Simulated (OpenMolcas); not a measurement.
# Ba: CASSCF and CASPT2 terms and fine-structure levels

Wanted: the level scheme of Ba from active-space wave functions, then second-order correlation under several settings.

The numbers are computed with OpenMolcas 26.06 (state-averaged CASSCF and CASPT2, spin-orbit coupling by RASSI with atomic mean-field integrals), except any that are marked as measured or tabulated.

**1. Starting point**

| Property | Result |
| --- | --- |
| Species | Ba (barium, Z = 56, 56 electrons) |
| Basis | ANO-RCC-VDZP [7s6p3d1f], 47 functions |
| Scalar Hamiltonian | DKH3, point nucleus |
| Inactive shells | 1s 2s 2p 3s 3p 3d 4s 4p 4d 5s 5p |
| Active space | 2 electrons in 9 orbitals (5d 6s 6p) |
| Some configurations of this space | 5d², 5d 6p, 6p² |
| Orbitals | optimised for each spin and parity, averaged over the low roots |

Outer shells as boxes (Hund's rule):

5d2
```
5d [↑ ][↑ ][  ][  ][  ]
```

5d 6p
```
5d [↑ ][  ][  ][  ][  ]
6p [↑ ][  ][  ]
```

6p2
```
6p [↑ ][↑ ][  ]
```

The work runs as a chain of OpenMolcas steps in one folder; each step below is one input file. Labels, J, g values, rates, χT and fits are worked out afterwards by a script from the matrices that RASSI stores.

**2. Basis and integrals**

a.inp

```
&GATEWAY
Coord
1

Ba 0.0 0.0 0.0
Basis=ANO-RCC-VDZP
Group=XYZ
NoMove
AngMom=0.0 0.0 0.0
AMFI
&SEWARD
Relativistic=R03O02
```

Launch:

```bash
OMP_NUM_THREADS=1 MOLCAS_MEM=2252 MOLCAS_PROJECT=a pymolcas a.inp > a.log
```

**3. CASSCF: triplets of even parity, 18 roots**

a.inp

```
&RASSCF
FileOrb=start.orb
Symmetry=1
Spin=3
nActEl=2 0 0
Inactive=15 12
Ras2=6 3
CIRoot=18 18 1
SDav=18
CIMx=300
Iter=120 100
PrWF=0.3
OrbListing=Nothing
MaxOrb=0
Atom
>>> COPY $Project.JobIph JOB001
```

start.orb holds the contracted functions of the basis, ordered by shell, or the orbitals of the step before.

**4. CASSCF: singlets of even parity, 21 roots**

a.inp

```
&RASSCF
FileOrb=start.orb
Symmetry=1
Spin=1
nActEl=2 0 0
Inactive=15 12
Ras2=6 3
CIRoot=21 21 1
SDav=27
CIMx=300
Iter=120 100
PrWF=0.3
OrbListing=Nothing
MaxOrb=0
Atom
>>> COPY $Project.JobIph JOB002
```

**5. Reference wave functions, triplets of odd parity, 18 roots**

a.inp

```
&RASSCF
FileOrb=start.orb
Symmetry=2
Spin=3
nActEl=2 0 0
Inactive=15 12
Ras2=6 3
CIRoot=18 18 1
SDav=18
CIMx=300
Iter=120 100
PrWF=0.3
OrbListing=Nothing
MaxOrb=0
Atom
>>> COPY $Project.JobIph JOB003
```

**6. CASSCF: singlets of odd parity, 15 roots**

a.inp

```
&RASSCF
FileOrb=start.orb
Symmetry=2
Spin=1
nActEl=2 0 0
Inactive=15 12
Ras2=6 3
CIRoot=15 15 1
SDav=18
CIMx=300
Iter=120 100
PrWF=0.3
OrbListing=Nothing
MaxOrb=0
Atom
>>> COPY $Project.JobIph JOB004
```

**7. State interaction with spin-orbit coupling**

a.inp

```
&RASSI
NrOfJobIphs=4 18 21 18 15
1 2 3 4 5 6 7 8 9 10 11 12 13 14 15 16 17 18
1 2 3 4 5 6 7 8 9 10 11 12 13 14 15 16 17 18 19 20 21
1 2 3 4 5 6 7 8 9 10 11 12 13 14 15 16 17 18
1 2 3 4 5 6 7 8 9 10 11 12 13 14 15
IphNames
JOB001
JOB002
JOB003
JOB004
EJob
SpinOrbit
DIPRint=1.0
SOCoupling=1000.0
Subsets=2
MEES
Property=10
'ANGMOM' 1 'ANGMOM' 2 'ANGMOM' 3 'MLTPL  1' 1 'MLTPL  1' 2 'MLTPL  1' 3
'AMFI' 1 'AMFI' 2 'AMFI' 3 'MLTPL  2' 6
SOProperty=3
'ANGMOM' 1 'ANGMOM' 2 'ANGMOM' 3
```

**8. CASPT2: IPEA 0.5, sigma2 regulariser 0.15 (closed shells correlated: none)**

a.inp

```
>>> COPY JOB001 $Project.JobIph
&CASPT2
Multistate=18 1 2 3 4 5 6 7 8 9 10 11 12 13 14 15 16 17 18
Frozen=15 12
IPEA=0.5
Sig2=0.15
MaxIter=60
WThr=0.0 0.3 0.05
PrWF=0.5
NoMix
>>> COPY JOB002 $Project.JobIph
&CASPT2
Multistate=21 1 2 3 4 5 6 7 8 9 10 11 12 13 14 15 16 17 18 19 20 21
Frozen=15 12
IPEA=0.5
Sig2=0.15
MaxIter=60
WThr=0.0 0.3 0.05
PrWF=0.5
NoMix
>>> COPY JOB003 $Project.JobIph
&CASPT2
Multistate=18 1 2 3 4 5 6 7 8 9 10 11 12 13 14 15 16 17 18
Frozen=15 12
IPEA=0.5
Sig2=0.15
MaxIter=60
WThr=0.0 0.3 0.05
PrWF=0.5
NoMix
>>> COPY JOB004 $Project.JobIph
&CASPT2
Multistate=15 1 2 3 4 5 6 7 8 9 10 11 12 13 14 15
Frozen=15 12
IPEA=0.5
Sig2=0.15
MaxIter=60
WThr=0.0 0.3 0.05
PrWF=0.5
NoMix
```

**9. CASPT2: IPEA 0, sigma1 regulariser 0.4 (closed shells correlated: 4d 5s 5p)**

a.inp

```
>>> COPY JOB001 $Project.JobIph
&CASPT2
Multistate=18 1 2 3 4 5 6 7 8 9 10 11 12 13 14 15 16 17 18
NoMult
Frozen=9 9
IPEA=0.0
Sig1=0.4
MaxIter=60
WThr=0.0 0.3 0.05
PrWF=0.5
NoMix
>>> COPY JOB002 $Project.JobIph
&CASPT2
Multistate=21 1 2 3 4 5 6 7 8 9 10 11 12 13 14 15 16 17 18 19 20 21
NoMult
Frozen=9 9
IPEA=0.0
Sig1=0.4
MaxIter=60
WThr=0.0 0.3 0.05
PrWF=0.5
NoMix
>>> COPY JOB003 $Project.JobIph
&CASPT2
Multistate=18 1 2 3 4 5 6 7 8 9 10 11 12 13 14 15 16 17 18
NoMult
Frozen=9 9
IPEA=0.0
Sig1=0.4
MaxIter=60
WThr=0.0 0.3 0.05
PrWF=0.5
NoMix
>>> COPY JOB004 $Project.JobIph
&CASPT2
Multistate=15 1 2 3 4 5 6 7 8 9 10 11 12 13 14 15
NoMult
Frozen=9 9
IPEA=0.0
Sig1=0.4
MaxIter=60
WThr=0.0 0.3 0.05
PrWF=0.5
NoMix
```

**10. CASPT2: IPEA 0.5, imaginary shift 0.05 (closed shells correlated: 5s 5p)**

a.inp

```
>>> COPY JOB001 $Project.JobIph
&CASPT2
Multistate=18 1 2 3 4 5 6 7 8 9 10 11 12 13 14 15 16 17 18
Frozen=14 9
IPEA=0.5
Imaginary=0.05
MaxIter=60
WThr=0.0 0.3 0.05
PrWF=0.5
NoMix
>>> COPY JOB002 $Project.JobIph
&CASPT2
Multistate=21 1 2 3 4 5 6 7 8 9 10 11 12 13 14 15 16 17 18 19 20 21
Frozen=14 9
IPEA=0.5
Imaginary=0.05
MaxIter=60
WThr=0.0 0.3 0.05
PrWF=0.5
NoMix
>>> COPY JOB003 $Project.JobIph
&CASPT2
Multistate=18 1 2 3 4 5 6 7 8 9 10 11 12 13 14 15 16 17 18
Frozen=14 9
IPEA=0.5
Imaginary=0.05
MaxIter=60
WThr=0.0 0.3 0.05
PrWF=0.5
NoMix
>>> COPY JOB004 $Project.JobIph
&CASPT2
Multistate=15 1 2 3 4 5 6 7 8 9 10 11 12 13 14 15
Frozen=14 9
IPEA=0.5
Imaginary=0.05
MaxIter=60
WThr=0.0 0.3 0.05
PrWF=0.5
NoMix
```

(Steps that only read results are left out.)

Q: Predict the outcome of this session. Wanted: lowest level; first excited level; spin-orbit lowering of the lowest level; strongest of the lines computed, by gA, at CASSCF energies.

The runs gave:

```
                                                  quantity                                                                          value
                                                    method  SS-CASPT2, IPEA 0.5, sigma2 regulariser 0.15 (closed shells correlated: none)
                                              lowest level                                                    6s² ¹S₀, 100 % of that term
                               ground level listed by NIST                                                                            1S0
                                       first excited level                                                       6s 6p ³P°₀ at 10260 cm⁻¹
                   spin-orbit lowering of the lowest level                                                                       3.0 cm⁻¹
strongest of the lines computed, by gA, at CASSCF energies                             5d 6p ³P°₂ → 5d 6s ³D₃, 626.7 nm, A = 9.14e+07 s⁻¹
```

What each method costs and misses:

```
                                                 method  time of its own steps  time with the reference  mean absolute difference from the measured levels (cm-1)
                                              A. CASSCF                   29 s                     29 s                                                      1400
 B. SS-CASPT2, IPEA 0.5, sigma2 regulariser 0.15, +none                   17 s                     46 s                                                      1400
C. SS-CASPT2, IPEA 0, sigma1 regulariser 0.4, +4d 5s 5p                   19 s                     48 s                                                      1300
   D. SS-CASPT2, IPEA 0.5, imaginary shift 0.05, +5s 5p                   33 s                     62 s                                                      1400
```

Times are of one thread on a shared host.

Method C lies closest to the measured levels (1300 cm⁻¹ on average) and D farthest (1400). Only the configurations of the active space and the roots asked for are present. Not all states of the active space went into the spin-orbit step. CASPT2 does not keep the components of a term degenerate, and the means are used. Configurations with different d counts are hard to place against each other, and can be off by thousands to tens of thousands of cm-1. Only valence configurations of the active space appear, up to the ionisation limit; * or ° marks odd parity.
